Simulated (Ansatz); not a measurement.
# CH₉N₃OTi: one species, many methods

The task here is to estimate one member of a computed series from the others.

Method: functionals in def2-TZVPP, the program's frozen cores in correlated methods; program: Ansatz 0.2.0, Gaussian basis.

The runs, in order: LDA (SPW92), PBE-D4, revPBE-D4, BLYP-D4, r2SCAN-D4, B97M-V, PBE0-D4, B3LYP-D4, r2SCANh-D4, r2SCAN0-D4, HSE06-D4, BHLYP-D4, CAM-B3LYP-D4, LC-ωPBE, ωB97X-V, ωB97M-V, B2PLYP, PBE-QIDH; CCSD(T)/def2-SVP; CCSD(T)/def2-TZVPP; MP2/def2-QZVPP; extrapolation to the limit; RPA on PBE.

**Structure used throughout**

The geometry comes from an earlier relaxation with PBE0-D4 in a triple-zeta def2 set; it is a stationary point, not always the lowest conformer.

SMILES `C[O][Ti]([NH2])([NH2])[NH2]`, 15 atoms, charge 0, spin multiplicity 1.

Atoms are counted from 1 here; the program's logs count them from 0.

Bond lengths: C1–O2 1.386 Å, C1–H7 1.096 Å, C1–H8 1.096 Å, C1–H9 1.096 Å, O2–Ti3 1.782 Å, Ti3–N4 1.893 Å, Ti3–N5 1.893 Å, Ti3–N6 1.895 Å, N4–H10 1.010 Å, N4–H11 1.011 Å, N5–H12 1.009 Å, N5–H13 1.011 Å, N6–H14 1.009 Å, N6–H15 1.010 Å. Angles: O2–C1–H7 110.3°, O2–C1–H8 110.5°, O2–C1–H9 111.1°, H7–C1–H8 108.2°, H7–C1–H9 108.3°, H8–C1–H9 108.4°, C1–O2–Ti3 158.1°, O2–Ti3–N4 110.5°, O2–Ti3–N5 112.7°, O2–Ti3–N6 110.7°, N4–Ti3–N5 106.1°, N4–Ti3–N6 110.1°, N5–Ti3–N6 106.6°, Ti3–N4–H10 124.4°, Ti3–N4–H11 124.1°, H10–N4–H11 109.9°, Ti3–N5–H12 124.5°, Ti3–N5–H13 124.9° and more.

Set-up of the first run:

in.yaml

```yaml
crystal:
  periodic: [false, false, false]
  atoms:
    - {symbol: C, position_ang: [-0.440751, -1.616568, 1.943546]}
    - {symbol: O, position_ang: [-0.321042, -1.002605, 0.706860]}
    - {symbol: Ti, position_ang: [0.063042, 0.274760, -0.475531]}
    - {symbol: N, position_ang: [1.224032, -0.388468, -1.814982]}
    - {symbol: N, position_ang: [0.952648, 1.751121, 0.306774]}
    - {symbol: N, position_ang: [-1.519824, 0.953740, -1.265662]}
    - {symbol: H, position_ang: [-0.136312, -2.667140, 1.877237]}
    - {symbol: H, position_ang: [-1.480008, -1.583476, 2.290171]}
    - {symbol: H, position_ang: [0.188921, -1.122429, 2.692512]}
    - {symbol: H, position_ang: [1.133304, -0.185187, -2.799802]}
    - {symbol: H, position_ang: [1.858853, -1.163271, -1.681428]}
    - {symbol: H, position_ang: [1.873824, 2.068325, 0.044771]}
    - {symbol: H, position_ang: [0.618011, 2.271222, 1.106074]}
    - {symbol: H, position_ang: [-1.662338, 1.926037, -1.495891]}
    - {symbol: H, position_ang: [-2.374061, 0.433239, -1.405248]}
basis:
  gaussian: {orbitals: def2-TZVPP}
hamiltonian: {xc: lda}
output: {orbitals: {seedname: orbitals}}
```

Run with:

```sh
$ ansatz run in.yaml --threads 2 --pin off --events-out ev --progress --plain --max-ram 22528MiB --backend cuda --devices 0, --max-vram 18GiB
```

Among the steps run: LDA; PBE-D4 (GGA); revPBE-D4 (GGA); BLYP-D4 (GGA); r2SCAN-D4 (meta-GGA); B97M-V (meta-GGA); PBE0-D4 (hybrid); B3LYP-D4 (hybrid); r2SCANh-D4 (hybrid); r2SCAN0-D4 (hybrid); HSE06-D4 (hybrid); BHLYP-D4 (hybrid); CAM-B3LYP-D4 (range-separated); LC-ωPBE (range-separated); ωB97X-V (range-separated); ωB97M-V (range-separated); B2PLYP (double hybrid); PBE-QIDH (double hybrid).

One table of the session follows, with a row left open; its other results are not shown here.

It belongs to the step «Orbital energies across the functionals». 

| functional | HOMO (eV) | gap (eV) |
| --- | --- | --- |
| LDA (SPW92) | -5.57 | 3.78 |
| PBE-D4 | -5.39 | 3.81 |
| revPBE-D4 | -5.32 | 3.81 |
| BLYP-D4 | -5.28 | 3.77 |
| r2SCAN-D4 | -5.67 | 4.19 |
| B97M-V | -5.75 | 4.24 |
| PBE0-D4 | -6.76 | 6.18 |
| B3LYP-D4 | -6.53 | 5.65 |
| r2SCANh-D4 | -6.18 | 5.09 |
| r2SCAN0-D4 | -6.96 | 6.47 |
| HSE06-D4 | -6.35 | 5.39 |
| BHLYP-D4 | ? | ? |
| CAM-B3LYP-D4 | -8.19 | 8.72 |
| LC-ωPBE | -9.58 | 11.29 |
| ωB97X-V | -9.21 | 10.86 |
| ωB97M-V | -9.13 | 10.34 |

Q: Estimate the row for BHLYP-D4 from the others.

Worked estimate for «HOMO (eV)». Against the share of exact exchange, BLYP-D4 (0, -5.28), B3LYP-D4 (0.2, -6.53) give a slope of -6.25 per unit share; at 0.5 the line stands at -8.40.

**Answer.** HOMO (eV): -8.05; gap (eV): 8.63. In «HOMO (eV)» the line misses by -0.35.
